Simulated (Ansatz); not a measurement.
# GaSi62: the cost of one run

All numbers below are computed with Ansatz 0.2.0 (DFT LDA, plane waves, PAW, scalar-relativistic, collinear spin).

## 1. The structure to begin with

The cell holds 63 atoms (GaSi62): a = 10.860 Å, b = 10.860 Å, c = 10.860 Å, α = 90.00°, β = 90.00°, γ = 90.00°.

Its coordinates follow in the input file.

## 2. End point A

input.yaml reads:

```yaml
crystal:
  lattice:
    - [10.86, 0.0, 0.0]
    - [0.0, 10.86, 0.0]
    - [0.0, 0.0, 10.86]
  atoms:
    - { symbol: Ga, position: [0.4961732, -0.0014737, 0.0041811], spin: 1.0 }
    - { symbol: Si, position: [0.6296528, 0.1229872, 0.1263549] }
    - { symbol: Si, position: [0.7502859, 0.2527841, 0.0015663] }
    - { symbol: Si, position: [0.8759884, 0.3736897, 0.1271828] }
    - { symbol: Si, position: [0.7520934, -0.0003204, 0.2454226] }
    - { symbol: Si, position: [0.877524, 0.1232532, 0.3786007] }
    - { symbol: Si, position: [2.7e-05, 0.0032384, 0.0012957] }
    - { symbol: Si, position: [0.1230677, 0.1226219, 0.1269537] }
    - { symbol: Si, position: [0.2486675, 0.2501058, 0.0034389] }
    - { symbol: Si, position: [0.3728425, 0.3754741, 0.1214096] }
    - { symbol: Si, position: [0.498088, 0.497973, -0.0045039] }
    - { symbol: Si, position: [0.6267619, 0.6235855, 0.1291798] }
    - { symbol: Si, position: [0.749403, 0.7520773, 0.0006747] }
    - { symbol: Si, position: [0.8822632, 0.8672132, 0.1265874] }
    - { symbol: Si, position: [0.2508014, 0.0075618, 0.247335] }
    - { symbol: Si, position: [0.3777384, 0.128548, 0.3776388] }
    - { symbol: Si, position: [0.5001255, 0.2566997, 0.2454331] }
    - { symbol: Si, position: [0.6250232, 0.371079, 0.3777958] }
    - { symbol: Si, position: [0.7509676, 0.5048358, 0.2453645] }
    - { symbol: Si, position: [0.8752146, 0.6253928, 0.3767798] }
    - { symbol: Si, position: [0.4972095, 0.0001237, 0.5018226] }
    - { symbol: Si, position: [0.6282376, 0.1218999, 0.6247538] }
    - { symbol: Si, position: [0.7522347, 0.2491008, 0.4975866] }
    - { symbol: Si, position: [0.8741739, 0.3726517, 0.6290531] }
    - { symbol: Si, position: [0.7516196, -0.001508, 0.7543036] }
    - { symbol: Si, position: [0.8740038, 0.1258314, 0.8744999] }
    - { symbol: Si, position: [0.0003467, 0.4980615, -0.0022706] }
    - { symbol: Si, position: [0.1281705, 0.6220749, 0.1226417] }
    - { symbol: Si, position: [0.2480257, 0.7487305, 0.0001165] }
    - { symbol: Si, position: [0.3718747, 0.8769539, 0.1251775] }
    - { symbol: Si, position: [0.0017609, 0.2522119, 0.2477507] }
    - { symbol: Si, position: [0.1232661, 0.3716768, 0.3726997] }
    - { symbol: Si, position: [0.2501616, 0.4971384, 0.2487237] }
    - { symbol: Si, position: [0.3762613, 0.6210436, 0.3721689] }
    - { symbol: Si, position: [0.4986592, 0.7523328, 0.2519318] }
    - { symbol: Si, position: [0.6285557, 0.8722372, 0.3743048] }
    - { symbol: Si, position: [-0.0037632, -0.0001971, 0.5022829] }
    - { symbol: Si, position: [0.122482, 0.1295912, 0.6218731] }
    - { symbol: Si, position: [0.2558072, 0.2483391, 0.4995199] }
    - { symbol: Si, position: [0.3772606, 0.3731922, 0.6218106] }
    - { symbol: Si, position: [0.5017052, 0.5037857, 0.5010286] }
    - { symbol: Si, position: [0.6317677, 0.6224202, 0.6242401] }
    - { symbol: Si, position: [0.7520412, 0.7446393, 0.5039189] }
    - { symbol: Si, position: [0.8778865, 0.8818135, 0.6289088] }
    - { symbol: Si, position: [0.2542404, 0.0024967, 0.7502573] }
    - { symbol: Si, position: [0.5015509, 0.2464967, 0.748631] }
    - { symbol: Si, position: [0.6299169, 0.3762354, 0.8724653] }
    - { symbol: Si, position: [0.7489645, 0.5012209, 0.7492041] }
    - { symbol: Si, position: [0.8731325, 0.625844, 0.8768761] }
    - { symbol: Si, position: [0.0011039, 0.7539986, 0.2487957] }
    - { symbol: Si, position: [0.1251204, 0.8756144, 0.3742028] }
    - { symbol: Si, position: [0.0009084, 0.4979548, 0.4981078] }
    - { symbol: Si, position: [0.1236006, 0.624834, 0.6270202] }
    - { symbol: Si, position: [0.2494735, 0.7451111, 0.498952] }
    - { symbol: Si, position: [0.375422, 0.8727768, 0.6247621] }
    - { symbol: Si, position: [0.0034523, 0.2510802, 0.7449226] }
    - { symbol: Si, position: [0.1257644, 0.3727675, 0.8758834] }
    - { symbol: Si, position: [0.2546572, 0.4997015, 0.7506358] }
    - { symbol: Si, position: [0.375591, 0.6276864, 0.8733109] }
    - { symbol: Si, position: [0.503859, 0.7444097, 0.7472492] }
    - { symbol: Si, position: [0.6262876, 0.8675171, 0.8826069] }
    - { symbol: Si, position: [-0.0006627, 0.7479469, 0.7463623] }
    - { symbol: Si, position: [0.125013, 0.8747712, 0.8751659] }
magnetization:
  spin_polarized: true
basis:
  ecutwfc: 420.0
kpoints:
  mp_grid: { grid: [1, 1, 1] }
hamiltonian:
  xc: lda
  pseudopotentials: { kind: paw, azcp: { folder: soft_1 } }
scf:
  occupations: { method: gaussian, width: 0.05 }
  lower_state_search: "off"
relax:
  f_tol: 0.03
  max_steps: 60
  adjacent_minimum: "off"
```

Started as:

```
> ansatz run input.yaml --threads 4 --pin off --max-ram 10240MiB --backend cpu --events-out ev --progress --plain --runs-dir out
```

Q: Estimate wall time and peak memory on 4 threads of Arm Neoverse V2, shared host.

About 50 s, with a peak of 1.5 GiB.
